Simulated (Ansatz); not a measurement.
**C₃H₇NOSi: up Jacob's ladder to CCSD(T)**

An exercise on one series of results from a longer session: the logs are not shown, and one member is left open.

Method: functionals in def2-TZVPP, the program's frozen cores in correlated methods; program: Ansatz 0.2.0, Gaussian basis.

The runs, in order: PBE-D4, r2SCAN-D4, PBE0-D4, B3LYP-D4, ωB97X-V, ωB97M-V, B2PLYP; CCSD(T)/def2-TZVPP; MP2/def2-QZVPP; extrapolation to the limit.

## The relaxed structure

All runs share one geometry, relaxed beforehand with PBE0-D4 in a triple-zeta def2 set.

13 atoms, charge 0, spin multiplicity 1.

Atoms are counted from 1 here; the program's logs count them from 0.

Bond lengths: C1–O2 1.432 Å, C1–H7 1.087 Å, C1–H8 1.091 Å, C1–H9 1.091 Å, O2–C3 1.316 Å, C3–N4 1.284 Å, C3–Si5 1.770 Å, N4–Si5 1.779 Å, Si5–C6 1.854 Å, Si5–H10 1.482 Å, C6–H11 1.093 Å, C6–H12 1.091 Å, C6–H13 1.094 Å. Angles: O2–C1–H7 105.9°, O2–C1–H8 110.4°, O2–C1–H9 110.4°, H7–C1–H8 110.7°, H7–C1–H9 110.7°, H8–C1–H9 108.9°, C1–O2–C3 114.3°, O2–C3–N4 131.0°, O2–C3–Si5 159.8°, N4–C3–Si5 69.2°, C3–N4–Si5 68.4°, C3–Si5–N4 42.4°, C3–Si5–C6 124.4°, C3–Si5–H10 120.6°, N4–Si5–C6 120.7°, N4–Si5–H10 117.9°, C6–Si5–H10 112.7°, Si5–C6–H11 110.8° and more.

Set-up of the first run:

The input, in.yaml:

```yaml
crystal:
  periodic: [false, false, false]
  atoms:
    - {symbol: C, position_ang: [-1.414500, -2.221864, 0.767082]}
    - {symbol: O, position_ang: [-0.082241, -1.783399, 0.475962]}
    - {symbol: C, position_ang: [0.063471, -0.475391, 0.444576]}
    - {symbol: N, position_ang: [-0.784914, 0.471025, 0.626608]}
    - {symbol: Si, position_ang: [0.836770, 1.106595, 0.264331]}
    - {symbol: C, position_ang: [1.194270, 1.917500, -1.363860]}
    - {symbol: H, position_ang: [-1.377171, -3.308556, 0.763762]}
    - {symbol: H, position_ang: [-1.731773, -1.849986, 1.742596]}
    - {symbol: H, position_ang: [-2.108601, -1.857929, 0.007793]}
    - {symbol: H, position_ang: [1.616367, 1.695364, 1.378754]}
    - {symbol: H, position_ang: [2.256508, 1.842408, -1.610018]}
    - {symbol: H, position_ang: [0.615284, 1.450038, -2.161640]}
    - {symbol: H, position_ang: [0.936930, 2.979497, -1.321047]}
basis:
  gaussian: {orbitals: def2-TZVPP}
hamiltonian: {xc: pbe, dispersion: d4}
output: {forces: true, orbitals: {seedname: orbitals}}
```

Command:

```sh
ansatz run in.yaml --threads 4 --pin off --events-out ev --progress --plain --max-ram 10444MiB
```

Among the steps run: PBE-D4 (GGA); r2SCAN-D4 (meta-GGA); PBE0-D4 (hybrid); B3LYP-D4 (hybrid); ωB97X-V (range-separated); ωB97M-V (range-separated); B2PLYP (double hybrid); CCSD(T) in def2-TZVPP; MP2 in def2-QZVPP.

One of the session's tables, all rows but one given; the rest of the session is left out.

| method | atomisation energy (kJ/mol) |
| --- | --- |
| PBE-D4 | 5199.1 |
| r2SCAN-D4 | 5067.4 |
| PBE0-D4 | 5076.5 |
| B3LYP-D4 | 5054.3 |
| ωB97X-V | 5072.3 |
| ωB97M-V | 5072.8 |
| B2PLYP | 5000.3 |
| HF/def2-TZVPP | 3533.4 |
| MP2/def2-TZVPP | 5002.6 |
| CCSD/def2-TZVPP | 4806.2 |
| CCSD(T)/def2-TZVPP | 4899.3 |
| MP2/CBS | ? |
| CCSD(T)/CBS | 5041.5 |

**Question.** Estimate the row for MP2/CBS.

**Answer.** atomisation energy (kJ/mol): 5144.7. In the column «atomisation energy (kJ/mol)» it lies between PBE0-D4 (5076.5) and PBE-D4 (5199.1).
